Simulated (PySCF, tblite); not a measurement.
# C₅H₁₀S₂Si: geometry, infrared bands and NMR shifts

Wanted: the infrared bands and NMR shifts of C₅H₁₀S₂Si (`[SiH3]S[C@@H]1C[C@@]12C[C@@H]2S`), by calculation.

Computed with tblite 0.8.0 and PySCF 2.14.0, with density-fitted response routines of our own, on a single molecule in the gas phase. Atoms are numbered from 0 throughout.

## 1. The starting structure

18 atoms, charge 0, multiplicity 1; geometry from: force field or distance geometry start.

Bonds of the start (Å): Si0–S1 2.16, S1–C2 1.74, C2–C3 1.54, C3–C4 1.46, C4–C5 1.46, C5–C6 1.54, C6–S7 1.73, C4–C2 1.47, C6–C4 1.47, Si0–H8 1.48, Si0–H9 1.47, Si0–H10 1.48, C2–H11 1.08, C3–H12 1.06, C3–H13 1.09, C5–H14 1.09, C5–H15 1.08, C6–H16 1.09, S7–H17 1.34.

## 2. Geometry optimisation with GFN2-xTB

The job: settings as JSON, then the geometry in Å.

```
{"job": {"kind": "relax", "xc": "GFN2-xTB", "basis": "xTB"}, "charge": 0, "multiplicity": 1}
Si     3.418100     0.179400    -0.437800
S      1.460900     1.098200    -0.329500
C      0.490700    -0.122200     0.448300
C     -0.234700    -1.166400    -0.423500
C     -0.973100    -0.115100     0.270300
C     -2.132200    -0.058100     1.153000
C     -2.005600     0.869000    -0.070400
S     -3.062700     0.635800    -1.415800
H      3.321800    -1.038500    -1.279700
H      4.365500     1.146300    -1.022600
H      3.831400    -0.196900     0.933000
H      0.830600    -0.440500     1.423800
H     -0.147900    -1.120700    -1.483000
H     -0.301600    -2.180300    -0.022500
H     -2.007800     0.404000     2.133700
H     -2.843400    -0.870400     1.135500
H     -1.776300     1.910900     0.139100
H     -2.242300     1.071800    -2.376900
```

Started as:

```console
> OMP_NUM_THREADS=1 python probes_run.py task.json out
```

The driver reads the jobs from task.json and runs them one after another.

**Question.** This job is followed by: GFN2-xTB harmonic vibrations, gas phase; GIAO PBE0/pcSseg-1 NMR shielding, non-relativistic, gas phase. Predict these results of the whole session: strongest single infrared mode (GFN2-xTB); zero-point energy (GFN2-xTB); 13C shifts against TMS (PBE0/pcSseg-1); 1H shifts against TMS (PBE0/pcSseg-1, means over atoms taken as alike); 29Si shifts against TMS (PBE0/pcSseg-1); 33S shifts against CS2 (PBE0/pcSseg-1).

**Answer**, as computed:

```
                                                              quantity                                               value
                             strongest single infrared mode (GFN2-xTB)                                765 cm⁻¹, 463 km/mol
                                          zero-point energy (GFN2-xTB)                                       80.1 kcal/mol
                                13C shifts against TMS (PBE0/pcSseg-1)                    28.6, 27.9, 21.3, 20.1, 18.5 ppm
1H shifts against TMS (PBE0/pcSseg-1, means over atoms taken as alike)  4.62, 2.70, 2.28, 2.19, 1.44, 1.32, 1.08, 0.84 ppm
                               29Si shifts against TMS (PBE0/pcSseg-1)                                           -56.7 ppm
                                33S shifts against CS2 (PBE0/pcSseg-1)                                       -66, -147 ppm
```

In words: The optimisation took 108 steps and gained 0.220 eV; among the close pairs (by a distance rule), C6–S7 changed most, from 1.727 to 1.804 Å. No mode is imaginary among the 48: a minimum at this level. The strongest single mode, at 765 cm⁻¹, has its largest shares on H9, H8 and H10 (the list is cut at 3 atoms). Unscaled tight-binding wavenumbers are off by several per cent, some by more. Its intensities can rank the bands wrongly. At PBE0/pcSseg-1: The widest tensor belongs to S1: span 442 ppm, with a paramagnetic part of -409 ppm.
